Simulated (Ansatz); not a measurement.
# ZnWO4 (P2/c) in Ansatz: reference runs

How does ZnWO4 come out in PBEsol? The cell is run as given and disturbed.

Program: Ansatz 0.2.0. These are calculated values, not measurements. Logs are shortened: lines on timing, memory, paths and dates and some standing lists are left out, and cuts for length are marked.

### Step 1. The crystal as given

The structure is monoclinic, space group P2/c (No. 13). Conventional cell: a = 4.699 Å, b = 5.729 Å, c = 4.937 Å, α = 90.00°, β = 90.61°, γ = 90.00°. W (site symmetry 2) is surrounded by 4 O at 1.80 to 1.92 Å. Zn (site symmetry 2) has 6 O at 2.03 to 2.23 Å as nearest neighbours. Around O (site symmetry 1) lie 1 W at 1.80 Å. O (site symmetry 1) is surrounded by 2 W at 1.92 to 2.14 Å and 1 Zn at 2.03 Å.

### Step 2. Single point, PBEsol

File input.yaml:

```yaml
crystal:
  lattice:
    - [4.6986, 0.0, 0.0]
    - [0.0, 5.7293, 0.0]
    - [-0.052988409, 0.0, 4.9364156144]
  atoms:
    - { symbol: W, position: [0.0, 0.81742, 0.75] }
    - { symbol: W, position: [0.0, 0.18258, 0.25] }
    - { symbol: Zn, position: [0.5, 0.316, 0.75] }
    - { symbol: Zn, position: [0.5, 0.684, 0.25] }
    - { symbol: O, position: [0.2565, 0.6223, 0.8996] }
    - { symbol: O, position: [0.7435, 0.6223, 0.6004] }
    - { symbol: O, position: [0.7435, 0.3777, 0.1004] }
    - { symbol: O, position: [0.2565, 0.3777, 0.3996] }
    - { symbol: O, position: [0.2169, 0.8949, 0.4363] }
    - { symbol: O, position: [0.7831, 0.8949, 0.0637] }
    - { symbol: O, position: [0.7831, 0.1051, 0.5637] }
    - { symbol: O, position: [0.2169, 0.1051, 0.9363] }
hamiltonian:
  xc: pbesol
  pseudopotentials: { kind: paw }
kpoints:
  mp_grid: { grid: [6, 5, 6] }
scf:
  occupations: { method: fermi_dirac, width: 0.05 }
output:
  forces: true
  stress: true
  eigenvalues: true
```

Potentials or basis: Ansatz PAW.

Run with:

```bash
$ ansatz run input.yaml --threads 4 --pin off --max-ram 11264MiB --backend cpu --events-out ev --progress --plain --runs-dir out
```

Standard output:

```text
Warning: RAYON_NUM_THREADS=4 ignored (pool sized by the plan → 4); use --threads N
Engine: ansatz 0.2.0, x86_64-unknown-linux-gnu
Pseudopotentials: kind: paw
Pseudopotential: W, paw, valence charge 14, recommended cutoff 420 eV (normal), W.paw.azcp
Pseudopotential: Zn, paw, valence charge 12, recommended cutoff 420 eV (normal), Zn.paw.azcp
Pseudopotential: O, paw, valence charge 6, recommended cutoff 420 eV (normal), O.paw.azcp
Functional definition: PBEsol
  exchange = pbesol_x
  correlation = pbesol_c
Crystal: 12 atoms, lattice volume = 132.887 Å³
Basis set: ecut = 420 eV, 2605 PW (Γ), exchange–correlation on 64×80×72 points (8 copies of the dense FFT grid, shifted against one another)
Bands: 62, of which v1, the nominal top of the filled ones, is band 50 counted from 1 (49 counted from 0)
Symmetry: 4 space group operations
Space group: P2/c (ITA 13), of the structure as read, at distance tolerance 5.1e-5 Å
k-points: 60 of 180
Non-local potential: W, projectors of the file, l = 0: 3, l = 1: 2, l = 2: 2, l = 3: 1
Non-local potential: Zn, projectors of the file, l = 0: 2, l = 1: 2, l = 2: 3, l = 3: 1
Non-local potential: O, projectors of the file, l = 0: 2, l = 1: 2, l = 2: 1
PAW form: soft (Blöchl's): semilocal exchange-correlation on the pseudo side does not see the compensation charge
PAW frozen core: W, regenerated for the run's functional, and the local potential with it (the file was generated under x = pbe(κ = 0.804, μ = 0.2195149727645171), c = pbe(β = 0.06672455060314922))
PAW frozen core: Zn, regenerated for the run's functional, and the local potential with it (the file was generated under x = pbe(κ = 0.804, μ = 0.2195149727645171), c = pbe(β = 0.06672455060314922))
PAW frozen core: O, regenerated for the run's functional, and the local potential with it (the file was generated under x = pbe(κ = 0.804, μ = 0.2195149727645171), c = pbe(β = 0.06672455060314922))
PAW one-centre angular grid: W, 590 points (default); XC on 64 Gauss nodes
PAW one-centre angular grid: Zn, 590 points (default); XC on 64 Gauss nodes
PAW one-centre angular grid: O, 110 points (default); XC on 64 Gauss nodes
Initial density: superposition of atomic densities (neutral atoms: chi_scale 0, normalization atom), corrected by the library's trained network
Initial wavefunctions: pseudopotential atomic-orbital guess
Functional: x = pbesol(κ = 0.804, μ = 0.12345679012345678), c = pbesol(β = 0.046)
SCF iter   1: F=—  HF=-31565.147686 eV  |F-HF|=—  |Δ(HF+E_count)|=         —  Δρ=1.89e-2  dr2=4.10e-1  ethr=1.77e-3  ⟨swp⟩=6.1  Hψ=15008  notcnv=0  defer=4
preconditioner: auto → Resta (q_TF=auto, 2.602 Å⁻¹)  ε∞=7.4  [insulator: Δε(μ)=2.743 eV  Ē_g=11.628 eV  σ=0.050 eV  W_gap=1.00  n_scr=38 (ndim 8)  ℏωp=29.5 eV  f_vac=0.028  D(μ)=0.00/eV (n_scr^D=0)  ε∞_Penn≈7.4]
SCF iter   2: F=—  HF=-31565.064601 eV  |F-HF|=—  |Δ(HF+E_count)|=   8.31e-2  Δρ=4.99e-3  dr2=4.17e-2  ethr=4.10e-4  ⟨swp⟩=2.7  Hψ=6978  notcnv=0  defer=350
SCF iter   3: F=—  HF=-31565.058264 eV  |F-HF|=—  |Δ(HF+E_count)|=   6.34e-3  Δρ=1.76e-3  dr2=3.61e-3  ethr=4.17e-5  ⟨swp⟩=2.0  Hψ=5753  notcnv=0  defer=170
automatic band count: iteration 3 solves 59 bands in place of 62: the levels show a gap, and the empty bands left out lie too high to hold charge; the band table lists the bands solved (type scf.n_extra_bands for more)
SCF iter   4: F=—  HF=-31565.058204 eV  |F-HF|=—  |Δ(HF+E_count)|=   5.94e-5  Δρ=8.48e-4  dr2=8.99e-4  ethr=3.61e-6  ⟨swp⟩=2.0  Hψ=6095  notcnv=0  defer=110
automatic band count: iteration 4 solves 58 bands in place of 59: the levels show a gap, and the empty bands left out lie too high to hold charge; the band table lists the bands solved (type scf.n_extra_bands for more)
SCF iter   5: F=—  HF=-31565.058080 eV  |F-HF|=—  |Δ(HF+E_count)|=   1.24e-4  Δρ=2.52e-4  dr2=6.11e-5  ethr=8.99e-7  ⟨swp⟩=2.0  Hψ=5367  notcnv=0  defer=110
SCF iter   6: F=—  HF=-31565.057919 eV  |F-HF|=—  |Δ(HF+E_count)|=   1.61e-4  Δρ=9.65e-5  dr2=9.38e-6  ethr=6.11e-8  ⟨swp⟩=2.0  Hψ=5375  notcnv=0  defer=110
SCF iter   7: F=—  HF=-31565.057919 eV  |F-HF|=—  |Δ(HF+E_count)|=   7.46e-7  Δρ=3.51e-5  dr2=2.20e-6  ethr=9.38e-9  ⟨swp⟩=2.0  Hψ=5386  notcnv=0  defer=110
SCF iter   8: F=—  HF=-31565.057919 eV  |F-HF|=—  |Δ(HF+E_count)|=   7.39e-7  Δρ=1.81e-5  dr2=6.04e-7  ethr=2.20e-9  ⟨swp⟩=2.4  Hψ=6046  notcnv=0  defer=110
SCF iter   9: F=-31565.057919 eV  HF=-31565.057919 eV  |F-HF|=1.17e-8  |Δ(HF+E_count)|=   3.99e-8  Δρ=5.01e-6  dr2=4.91e-8  ethr=1.00e-10  ⟨swp⟩=8.8  Hψ=15318  notcnv=0
SCF 1 converged in 9 iterations: F = -31565.057919 eV  dr2 = 4.91e-8
SCF converged after 9 iterations
Free energy (F): -31565.057919 eV
Harris-Foulkes:  -31565.057919 eV  (|F-HF|=1.17e-8)
Internal energy: -31565.057919 eV  (E = F + TS)
E sigma→0 (E₀):  -31565.057919 eV
Fermi energy:    9.993408 eV
--- Per-component energies (eV) ---
  E_band       = -393.256523
  E_kinetic    = 2548.559558
  E_local      = -7868.377689  (includes V_loc(G=0)·N_el)
  E_nonlocal   = 1632.796376
  E_hartree    = 2981.286047
  E_xc         = -1375.369846
  E_vxc        = -1318.166266  (∫ρ·V_xc dr)
  E_paw        = -21683.216942  (= ΣΔE_a)
  E_vpaw       = -1350.660095  (= ΣTr[D̂ρ^β])
  E_aug_tail   = 0.018690  (compensation charges beyond the density's cutoff)
  E_ewald      = -7803.074710
  E_core_change = 2.320597  (= ΣΔE_core)
  E_smearing   = -0.000000  (= −TS)
  E_closure    = -0.000000  (closes the sum)
  Σ components = -31565.057919   (vs F -31565.057919, Δ=0.00e0)
--- Forces (eV/Å), atoms counted from 1 ---
  atom   1  W      0.00000000    -0.03107582     0.00000000
  atom   2  W      0.00000000     0.03107582     0.00000000
  atom   3  Zn     0.00000000     0.13888209     0.00000000
  atom   4  Zn     0.00000000    -0.13888209     0.00000000
  atom   5  O     -0.01701832     0.11789612     0.05938843
  atom   6  O      0.01701832     0.11789612    -0.05938843
  atom   7  O      0.01701832    -0.11789612    -0.05938843
  atom   8  O     -0.01701832    -0.11789612     0.05938843
  atom   9  O     -0.12881160     0.00189187     0.03761136
  atom  10  O      0.12881160     0.00189187    -0.03761136
  atom  11  O      0.12881160    -0.00189187    -0.03761136
  atom  12  O     -0.12881160    -0.00189187     0.03761136
  max |Σ_I F_I| component: 6.94e-18 eV/Å
--- Stress (GPa, compression-positive) ---
       -2.987253       0.000000       0.058542
        0.000000      -2.561935       0.000000
        0.058542       0.000000      -3.193399
  P = ⅓ Tr σ = -2.9142 GPa (-29.142 kbar)
--- Band table (eV; the first three rows and the last of 60) ---
  k-point 0: bands = ["-65.6059", "-65.5983", "-30.0147", "-29.9830", "-29.9577", "-29.8883", "-29.8872", "-29.8366", "-9.7875", "-8.4726", "-8.3286", "-8.1616", "-8.1390", "-8.0616", "-7.7972", "-7.6480", "2.2111", "2.4522", "2.7475", "2.9409", "3.2215", "3.4305", "3.4802", "3.6233", "3.7682", "4.2461", "4.3292", "4.4626", "4.4661", "4.6376", "4.7665", "4.9282", "4.9469", "5.0066", "5.5784", "5.6168", "5.7226", "6.2688", "6.2843", "6.4266", "6.5668", "6.7541", "7.0144", "7.2908", "7.4528", "7.6786", "7.7780", "8.1248", "8.1856", "8.2190", "11.8321", "12.2835", "12.3105", "12.3223", "13.0319", "13.3417", "13.8658", "15.5782"]
  k-point 1: bands = ["-65.6054", "-65.5988", "-30.0145", "-29.9878", "-29.9539", "-29.9042", "-29.8709", "-29.8368", "-9.6896", "-8.4916", "-8.3779", "-8.2656", "-8.0856", "-8.0240", "-7.8191", "-7.6635", "2.2883", "2.5110", "2.7821", "3.0163", "3.0223", "3.4287", "3.4780", "3.5737", "3.8241", "4.0375", "4.2771", "4.4877", "4.5555", "4.6523", "4.6825", "4.8964", "5.0646", "5.2446", "5.5661", "5.6734", "5.6902", "6.2097", "6.2770", "6.3145", "6.5958", "6.7390", "7.1126", "7.1297", "7.4089", "7.7221", "7.8122", "8.0490", "8.1874", "8.3954", "11.9324", "12.0691", "12.2243", "12.2974", "13.0642", "13.1376", "14.2496", "15.5546"]
  k-point 2: bands = ["-65.6040", "-65.6002", "-30.0128", "-29.9977", "-29.9449", "-29.9193", "-29.8557", "-29.8387", "-9.4144", "-8.6092", "-8.4867", "-8.4493", "-8.0041", "-7.9517", "-7.8320", "-7.7086", "2.3681", "2.4017", "2.8559", "3.0562", "3.2504", "3.3825", "3.4455", "3.4620", "3.8858", "4.1099", "4.2889", "4.3975", "4.5027", "4.5621", "4.7507", "4.9204", "5.0524", "5.2651", "5.4303", "5.5321", "5.7331", "6.1557", "6.2036", "6.5279", "6.5319", "6.7655", "7.0593", "7.0802", "7.5052", "7.8167", "7.8435", "8.0049", "8.2882", "8.4503", "11.8567", "12.0284", "12.2220", "12.2487", "12.7347", "12.9261", "14.9455", "15.4533"]
  k-point 59: bands = ["-65.6021", "-65.6021", "-30.0093", "-30.0093", "-29.9338", "-29.9338", "-29.8430", "-29.8430", "-8.8149", "-8.8149", "-8.5235", "-8.5235", "-8.1068", "-8.1068", "-7.8112", "-7.8112", "2.5633", "2.5633", "2.9416", "2.9416", "3.1708", "3.1708", "3.4777", "3.4777", "4.1458", "4.1458", "4.2750", "4.2750", "4.4406", "4.4406", "4.7156", "4.7156", "5.3208", "5.3208", "5.5902", "5.5902", "5.7942", "5.7942", "6.4341", "6.4341", "6.8155", "6.8155", "7.2564", "7.2564", "7.4396", "7.4396", "7.6961", "7.6961", "8.1447", "8.1447", "12.1561", "12.1561", "12.3821", "12.3821", "12.8964", "12.8964", "14.9864", "14.9864"]
```

Wall time 6.9 s (4 threads of Intel Xeon Platinum 8488C (Sapphire Rapids), shared host); peak memory 0.79 GiB.

Results:

```
Free energy            : -31565.0579 eV
Pressure               : -2.9 GPa
Largest force          : 0.139 eV/Å
Band gap on the k mesh : 2.93 eV, indirect (least direct gap 2.96 eV)
```

Forces in eV/Å, atoms in the order of the input:
```
W    0.000 -0.031  0.000
W    0.000  0.031  0.000
Zn   0.000  0.139  0.000
Zn   0.000 -0.139  0.000
O   -0.017  0.118  0.059
O    0.017  0.118 -0.059
O    0.017 -0.118 -0.059
O   -0.017 -0.118  0.059
O   -0.129  0.002  0.038
O    0.129  0.002 -0.038
O    0.129 -0.002 -0.038
O   -0.129 -0.002  0.038
```

Caveat: odd divisions of the mesh miss points on the zone boundary, where band edges often lie, so the gap on the mesh can be too wide; the pressure holds a Pulay correction of +0.8 GPa for the finite cutoff; spin-orbit coupling is left out, which moves the levels of the heavy elements; the PAW data sets come from PBE, with cores solved anew for the run's functional, which leaves a small shift of forces and pressure.

(Part 1 of 2 ends here.)
